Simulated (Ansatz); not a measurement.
# AlAsH₃ (doublet): the correlation ladder at a displaced geometry (v2), cc-pVDZ

How much of the correlation energy of AlAsH₃ (doublet) does each wave-function method recover here?

Program: Ansatz 0.2.0, Gaussian basis. Level of theory: cc-pVDZ, core rule «outside noble gas», up to 19 orbitals frozen. These are calculated values, not measurements.

The runs, in order: UHF; CCSD(T) on ROHF; CCSD(T) on UHF; BCCD(T) on ROHF; CISD as a restricted active space (open shells left free, so some higher excitations enter); CCSDT(Q) on ROHF; CCSDT(Q) on UHF.

18 further runs of the same task are left out: 7 that didn't finish, 11 set aside as unsound or not needed. Runs told in other sessions of the task aren't counted.

## Step 1: What is computed

The geometry is a PBE0/def2-TZVP stationary point (not a proven minimum) with its atoms shifted at random (size 0.100 Å). No spin-orbit coupling is included. The filled d shell of As may be among the frozen orbitals whatever the setting's name suggests.

5 atoms, charge 0, spin multiplicity 2.

Atoms are counted from 1 here; the program's logs count them from 0.

Bond lengths: Al1–As2 2.456 Å, Al1–H3 1.595 Å, As2–H4 1.624 Å, As2–H5 1.655 Å. Angles: As2–Al1–H3 114.7°, Al1–As2–H4 84.1°, Al1–As2–H5 94.0°, H4–As2–H5 87.6°.

Coordinates:

| atom | x (Å) | y (Å) | z (Å) |
| --- | --- | --- | --- |
| Al1 | 0.1506 | -0.1359 | 1.7824 |
| As2 | -0.0821 | 0.0405 | -0.6559 |
| H3 | -0.0147 | 1.2422 | 2.5685 |
| H4 | 1.3717 | 0.7602 | -0.5751 |
| H5 | 0.7143 | -1.3797 | -0.9516 |

In the tables R marks a restricted open-shell determinant and U an unrestricted one; energies count from the table's Hartree-Fock row.

## Step 2: UHF

Contents of in.yaml:

```yaml
crystal:
  periodic: [false, false, false]
  atoms:
    - {symbol: Al, position_ang: [0.150631, -0.135858, 1.782439]}
    - {symbol: As, position_ang: [-0.082111, 0.040549, -0.655925]}
    - {symbol: H, position_ang: [-0.014694, 1.242236, 2.568491]}
    - {symbol: H, position_ang: [1.371656, 0.760220, -0.575108]}
    - {symbol: H, position_ang: [0.714260, -1.379712, -0.951635]}
basis:
  gaussian: {orbitals: cc-pVDZ}
magnetization: {spin_polarized: true, initial_magnetization: 1}
hamiltonian: {xc: hf}
output: {orbitals: {seedname: orbitals}}
```

The run is started by

```bash
> ansatz run in.yaml --threads 1 --pin off --events-out ev --progress --plain --max-ram 2393MiB
```

The program printed:

```text
Functional definition: HF
  name "HF"
  cite "Fock, Z. Phys. 61, 126 (1930) doi:10.1007/BF01340294"
  parent pbe
  exchange = exact_x
  correlation = 0
640 factors; integrals over basis functions are off by at most 1.1e-3 eV
mean field evaluation 1: about -67423.2056 eV, gradient 7.3e0 eV
mean field evaluation 2: about -67423.2213 eV, gradient 7.3e0 eV
mean field evaluation 4: about -67424.1545 eV, gradient 1.1e0 eV
mean field evaluation 8: about -67424.1927 eV, gradient 4.5e-3 eV
mean field -67424.19274537 eV, -2477.7933816331 hartree, gradient 2.1e-5 eV, S^2 0.757729; 0 other end points of the search recorded, 0 dependent functions left out
reference -67424.19274537 eV, -2477.7933816331 hartree; 25, 24 occupied and 35, 36 virtual orbitals, 640 factors
Total energy: -67424.19274537 eV, -2477.7933816331 hartree
```

Run time: 1.1 s. Hardware: 1 thread of Arm Neoverse V1, shared host.

From the report: ⟨S²⟩ of the determinant 0.758 (pure doublet: 0.75).

## Step 3: CCSD(T) on ROHF

in.yaml: that of step 2 with these lines changed.

```diff
@@ -10,4 +10,4 @@
   gaussian: {orbitals: cc-pVDZ}
-magnetization: {spin_polarized: true, initial_magnetization: 1}
-hamiltonian: {xc: hf}
-output: {orbitals: {seedname: orbitals}}
+magnetization: {spin_polarized: false, initial_magnetization: 1}
+correlation: {method: ccsd_t, electrons: outside_noble_gas}
+output: {forces: true}
```

The command is unchanged.

The program printed, shortened:

```text
Functional definition: HF
  name "HF"
  cite "Fock, Z. Phys. 61, 126 (1930) doi:10.1007/BF01340294"
  parent pbe
[...]
640 factors; integrals over basis functions are off by at most 1.1e-3 eV
[...]
mean field -67424.15522647 eV, -2477.7920028388 hartree, gradient 2.5e-6 eV, S^2 0.750000; 1 other end points of the search recorded, 0 dependent functions left out
determinant -67424.15522647 eV, -2477.7920028388 hartree, with singles and doubles -67429.64547591 eV, -2477.9937657845 hartree
determinant -67421.99785070 eV, -2477.7127207417 hartree, with singles and doubles -67427.84051150 eV, -2477.9274345658 hartree
19 core orbitals not correlated: weight in the atoms' cores, before any rotation towards them, 1.000 or more for the frozen orbitals, at most 0.000 for the correlated occupied ones
reference -67424.15522647 eV, -2477.7920028388 hartree; 6, 5 occupied and 35, 36 virtual orbitals, 640 factors
second order -4.46742779 eV of doubles, -0.01974953 eV of singles
cycle   1  -5.49041783 eV  change   -1.7e-4 eV  update   1.1e-3
[...]
cycle  11  -5.49067641 eV  change   -1.9e-7 eV  update   5.9e-7
perturbative correction -0.16633599 eV, -0.0061127349 hartree
[...]
Total energy: -67429.81223887 eV, -2477.9998942102 hartree
Atom 0 at     0.150631    -0.135858     1.782439 Å, force     0.062734    -0.228105     0.268104 eV/Å
Atom 1 at    -0.082111     0.040549    -0.655925 Å, force     2.004956    -0.912996    -0.675672 eV/Å
Atom 2 at    -0.014694     1.242236     2.568491 Å, force    -0.013237     0.170749     0.098828 eV/Å
Atom 3 at     1.371656     0.760220    -0.575108 Å, force    -1.118334    -0.355121    -0.027695 eV/Å
Atom 4 at     0.714260    -1.379712    -0.951635 Å, force    -0.936119     1.325473     0.336435 eV/Å
Dipole moment:     0.019941    -0.089961     0.082587 e Å
```

It took 8 s on 1 thread of Arm Neoverse V1, shared host.

From the report: correlation -5.6570 eV; T1 0.023; largest double amplitude 0.05.

## Step 4: CCSD(T) on UHF

in.yaml: that of step 3 with these lines changed.

```diff
@@ -10,3 +10,3 @@
   gaussian: {orbitals: cc-pVDZ}
-magnetization: {spin_polarized: false, initial_magnetization: 1}
+magnetization: {spin_polarized: true, initial_magnetization: 1}
 correlation: {method: ccsd_t, electrons: outside_noble_gas}
```

The command is unchanged.

The program printed, shortened:

```text
Functional definition: HF
  name "HF"
  cite "Fock, Z. Phys. 61, 126 (1930) doi:10.1007/BF01340294"
  parent pbe
[...]
640 factors; integrals over basis functions are off by at most 1.1e-3 eV
[...]
mean field -67424.19274537 eV, -2477.7933816331 hartree, gradient 7.4e-6 eV, S^2 0.757729; 1 other end points of the search recorded, 0 dependent functions left out
determinant -67424.19274537 eV, -2477.7933816331 hartree, with singles and doubles -67429.64748844 eV, -2477.9938397436 hartree
determinant -67422.19993185 eV, -2477.7201470868 hartree, with singles and doubles -67427.82108366 eV, -2477.9267206059 hartree
19 core orbitals not correlated: weight in the atoms' cores, before any rotation towards them, 1.000 or more for the frozen orbitals, at most 0.000 for the correlated occupied ones
reference -67424.19274537 eV, -2477.7933816331 hartree; 6, 5 occupied and 35, 36 virtual orbitals, 640 factors
second order -4.45571797 eV of doubles, -0.00000000 eV of singles
cycle   1  -5.45489593 eV  change   -1.5e-4 eV  update   1.0e-3
[...]
cycle  10  -5.45515678 eV  change   -2.3e-6 eV  update   1.4e-6
perturbative correction -0.16471581 eV, -0.0060531945 hartree
[...]
Total energy: -67429.81261796 eV, -2477.9999081416 hartree
Atom 0 at     0.150631    -0.135858     1.782439 Å, force     0.062919    -0.228165     0.268795 eV/Å
Atom 1 at    -0.082111     0.040549    -0.655925 Å, force     2.004983    -0.913029    -0.676100 eV/Å
Atom 2 at    -0.014694     1.242236     2.568491 Å, force    -0.013338     0.170780     0.098628 eV/Å
Atom 3 at     1.371656     0.760220    -0.575108 Å, force    -1.118326    -0.355151    -0.027603 eV/Å
Atom 4 at     0.714260    -1.379712    -0.951635 Å, force    -0.936237     1.325566     0.336280 eV/Å
Dipole moment:     0.019904    -0.090059     0.082605 e Å
```

Wall time 8 s (1 thread of Arm Neoverse V1, shared host).

From the report: ⟨S²⟩ of the determinant 0.758 (pure doublet: 0.75); correlation -5.6199 eV; T1 0.018; largest double amplitude 0.05.

## Step 5: BCCD(T) on ROHF

in.yaml: that of step 4 with these lines changed.

```diff
@@ -10,4 +10,3 @@
   gaussian: {orbitals: cc-pVDZ}
-magnetization: {spin_polarized: true, initial_magnetization: 1}
-correlation: {method: ccsd_t, electrons: outside_noble_gas}
-output: {forces: true}
+magnetization: {spin_polarized: false, initial_magnetization: 1}
+correlation: {method: bccd_t, electrons: outside_noble_gas}
```

The command is unchanged.

The program printed, shortened:

```text
Functional definition: HF
  name "HF"
  cite "Fock, Z. Phys. 61, 126 (1930) doi:10.1007/BF01340294"
  parent pbe
[...]
640 factors; integrals over basis functions are off by at most 1.1e-3 eV
[...]
mean field -67424.15522647 eV, -2477.7920028388 hartree, gradient 2.5e-6 eV, S^2 0.750000; 1 other end points of the search recorded, 0 dependent functions left out
determinant -67424.15522647 eV, -2477.7920028388 hartree, with singles and doubles -67429.64547591 eV, -2477.9937657845 hartree
determinant -67421.99785070 eV, -2477.7127207417 hartree, with singles and doubles -67427.84051150 eV, -2477.9274345658 hartree
19 core orbitals not correlated: weight in the atoms' cores, before any rotation towards them, 1.000 or more for the frozen orbitals, at most 0.000 for the correlated occupied ones
reference -67424.15522647 eV, -2477.7920028388 hartree; 6, 5 occupied and 35, 36 virtual orbitals, 640 factors
second order -4.46742779 eV of doubles, -0.01974953 eV of singles
cycle   1  -5.48662347 eV  change    3.6e-3 eV  update   6.0e-3
[...]
cycle  10  -5.48535240 eV  change    2.0e-6 eV  update   9.4e-6
perturbative correction -0.17232443 eV, -0.0063328059 hartree
Total energy: -67429.81290330 eV, -2477.9999186274 hartree
```

Wall time 4.3 s (1 thread of Arm Neoverse V1, shared host).

From the report: correlation -5.6577 eV; largest double amplitude 0.05.

## Step 6: CISD as a restricted active space (open shells left free, so some higher excitations enter)

in.yaml: that of step 5 with these lines changed.

```diff
@@ -11,2 +11,2 @@
 magnetization: {spin_polarized: false, initial_magnetization: 1}
-correlation: {method: bccd_t, electrons: outside_noble_gas}
+correlation: {active_space: {ras: {orbitals: [5, 1, 35], electrons: 11, max_holes: 2, max_particles: 2}, fixed_orbitals: true}}
```

The command is unchanged.

The program printed:

```text
Functional definition: HF
  name "HF"
  cite "Fock, Z. Phys. 61, 126 (1930) doi:10.1007/BF01340294"
  parent pbe
  exchange = exact_x
  correlation = 0
640 factors; integrals over basis functions are off by at most 1.1e-3 eV
mean field evaluation 1: about -67423.2248 eV, gradient 9.2e0 eV
mean field evaluation 2: about -67423.2404 eV, gradient 9.2e0 eV
mean field evaluation 4: about -67424.1308 eV, gradient 1.3e0 eV
mean field evaluation 8: about -67424.1552 eV, gradient 1.8e-4 eV
mean field -67424.15522647 eV, -2477.7920028388 hartree, gradient 2.5e-6 eV, S^2 0.750000; 0 other end points of the search recorded, 0 dependent functions left out
reference -67424.15522647 eV, -2477.7920028388 hartree; 25, 24 occupied and 35, 36 virtual orbitals, 640 factors
state -67429.18414731 eV, -2477.9768122709 hartree
Total energy: -67429.18414731 eV, -2477.9768122709 hartree
```

Run time: 3.3 s. Hardware: 1 thread of Arm Neoverse V1, shared host.

From the report: 80,541 determinants.

## Step 7: CCSDT(Q) on ROHF

in.yaml: that of step 6 with these lines changed.

```diff
@@ -11,2 +11,2 @@
 magnetization: {spin_polarized: false, initial_magnetization: 1}
-correlation: {active_space: {ras: {orbitals: [5, 1, 35], electrons: 11, max_holes: 2, max_particles: 2}, fixed_orbitals: true}}
+correlation: {method: ccsdt_q, electrons: outside_noble_gas}
```

The command is unchanged.

The program printed, shortened:

```text
Functional definition: HF
  name "HF"
  cite "Fock, Z. Phys. 61, 126 (1930) doi:10.1007/BF01340294"
  parent pbe
[...]
1192 factors; integrals over basis functions are off by at most 1.5e-7 eV
[...]
mean field -67424.15530959 eV, -2477.7920058934 hartree, gradient 2.9e-6 eV, S^2 0.750000; 1 other end points of the search recorded, 0 dependent functions left out
determinant -67424.15530959 eV, -2477.7920058934 hartree, with singles and doubles -67429.64556435 eV, -2477.9937690346 hartree
determinant -67421.99794207 eV, -2477.7127240996 hartree, with singles and doubles -67427.84060372 eV, -2477.9274379549 hartree
19 core orbitals not correlated: weight in the atoms' cores, before any rotation towards them, 1.000 or more for the frozen orbitals, at most 0.000 for the correlated occupied ones
reference -67424.15530959 eV, -2477.7920058934 hartree; 6, 5 occupied and 35, 36 virtual orbitals, 1192 factors
second order -4.46747912 eV of doubles, -0.01974962 eV of singles
cycle   1  -5.17600225 eV  change   -6.9e-1 eV  update   8.4e-2
[...]
cycle  18  -5.68765820 eV  change   -3.6e-7 eV  update   1.1e-6
perturbative correction -0.00939421 eV, -0.0003452307 hartree
Total energy: -67429.85236200 eV, -2478.0013687079 hartree
```

It took 75 s on 1 thread of Arm Neoverse V1, shared host; peak memory 0.59 GiB.

From the report: correlation -5.6971 eV; T1 0.024; largest double amplitude 0.06.

## Step 8: CCSDT(Q) on UHF

in.yaml: that of step 7 with these lines changed.

```diff
@@ -10,3 +10,3 @@
   gaussian: {orbitals: cc-pVDZ}
-magnetization: {spin_polarized: false, initial_magnetization: 1}
+magnetization: {spin_polarized: true, initial_magnetization: 1}
 correlation: {method: ccsdt_q, electrons: outside_noble_gas}
```

Launched as before.

The program printed, shortened:

```text
Functional definition: HF
  name "HF"
  cite "Fock, Z. Phys. 61, 126 (1930) doi:10.1007/BF01340294"
  parent pbe
[...]
1192 factors; integrals over basis functions are off by at most 1.5e-7 eV
[...]
mean field -67424.19282871 eV, -2477.7933846958 hartree, gradient 6.1e-6 eV, S^2 0.757729; 1 other end points of the search recorded, 0 dependent functions left out
determinant -67424.19282871 eV, -2477.7933846958 hartree, with singles and doubles -67429.64757703 eV, -2477.9938429992 hartree
determinant -67422.20002759 eV, -2477.7201506055 hartree, with singles and doubles -67427.82119112 eV, -2477.9267245549 hartree
19 core orbitals not correlated: weight in the atoms' cores, before any rotation towards them, 1.000 or more for the frozen orbitals, at most 0.000 for the correlated occupied ones
reference -67424.19282871 eV, -2477.7933846958 hartree; 6, 5 occupied and 35, 36 virtual orbitals, 1192 factors
second order -4.45576908 eV of doubles, -0.00000000 eV of singles
cycle   1  -5.14445898 eV  change   -6.9e-1 eV  update   8.3e-2
[...]
cycle  18  -5.65059035 eV  change   -3.5e-7 eV  update   1.1e-6
perturbative correction -0.00968283 eV, -0.0003558376 hartree
Total energy: -67429.85310189 eV, -2478.0013958985 hartree
```

It took 69 s on 1 thread of Arm Neoverse V1, shared host; peak memory 0.5 GiB.

From the report: ⟨S²⟩ of the determinant 0.758 (pure doublet: 0.75); correlation -5.6603 eV; T1 0.020; largest double amplitude 0.06.

## Step 9: The ladder

The yardstick is UCCSDT(Q), where the cluster series has nearly closed. Rows without a time are mean-field rows or come out of runs for another level: lower rungs of the coupled-cluster runs, or the Hartree-Fock search. The times of RCCSD(T), UCCSD(T) include forces.

Differences are taken before rounding.

| method | energy from the lowest ROHF (kcal/mol) | from UCCSDT(Q) (kcal/mol) | time |
| --- | --- | --- | --- |
| ROHF | 0.00 | +131.40 |  |
| UHF | -0.87 | +130.53 |  |
| RMP2 | -103.48 | +27.92 |  |
| UMP2 | -103.62 | +27.78 |  |
| CISD | -115.97 | +15.43 | 3.3 s |
| RCCSD | -126.62 | +4.78 |  |
| UCCSD | -126.66 | +4.73 |  |
| RCCSD(T) | -130.45 | +0.94 | 8 s |
| UCCSD(T) | -130.46 | +0.93 | 8 s |
| BCCD(T) | -130.47 | +0.93 | 4.3 s |
| RCCSDT | -131.16 | +0.23 |  |
| UCCSDT | -131.17 | +0.22 |  |
| RCCSDT(Q) | -131.38 | +0.02 | 75 s |
| UCCSDT(Q) | -131.40 | 0 | 69 s |

Among the levels timed on like hardware and quicker than the yardstick, those that no quicker one beats, quickest first: CISD (3.3 s, +15.43 kcal/mol); BCCD(T) (4.3 s, +0.93 kcal/mol).

## Step 10: What came out

```
                         quantity                                                   value
    UCCSDT(Q) from the ROHF energy                                              -5.6979 eV
              RMP2 from UCCSDT(Q)                                         +27.92 kcal/mol
              UMP2 from UCCSDT(Q)                                         +27.78 kcal/mol
             RCCSD from UCCSDT(Q)                                          +4.78 kcal/mol
          RCCSD(T) from UCCSDT(Q)                                          +0.94 kcal/mol
          UCCSD(T) from UCCSDT(Q)                                          +0.93 kcal/mol
         RCCSDT(Q) from UCCSDT(Q)                                          +0.02 kcal/mol
levels within 1 kcal/mol (43 meV)  RCCSD(T), UCCSD(T), BCCD(T), RCCSDT, UCCSDT, RCCSDT(Q)
                    T1 diagnostic                                                   0.023
```

In words: RCCSD(T) misses by +0.94 kcal/mol, 0.7 % of the correlation energy. These misses are within one basis, not against nature; the frozen cores of restricted and unrestricted runs differ, which can shift their rows.

With open shells the CI space here admits some higher excitations, so it is larger than plain CISD.

For cost: BCCD(T) gets within 0.93 kcal/mol in 4.3 s, where UCCSDT(Q) took 69 s; the quickest level in the cost chart, CISD, takes 3.3 s and misses by 15.43 kcal/mol.
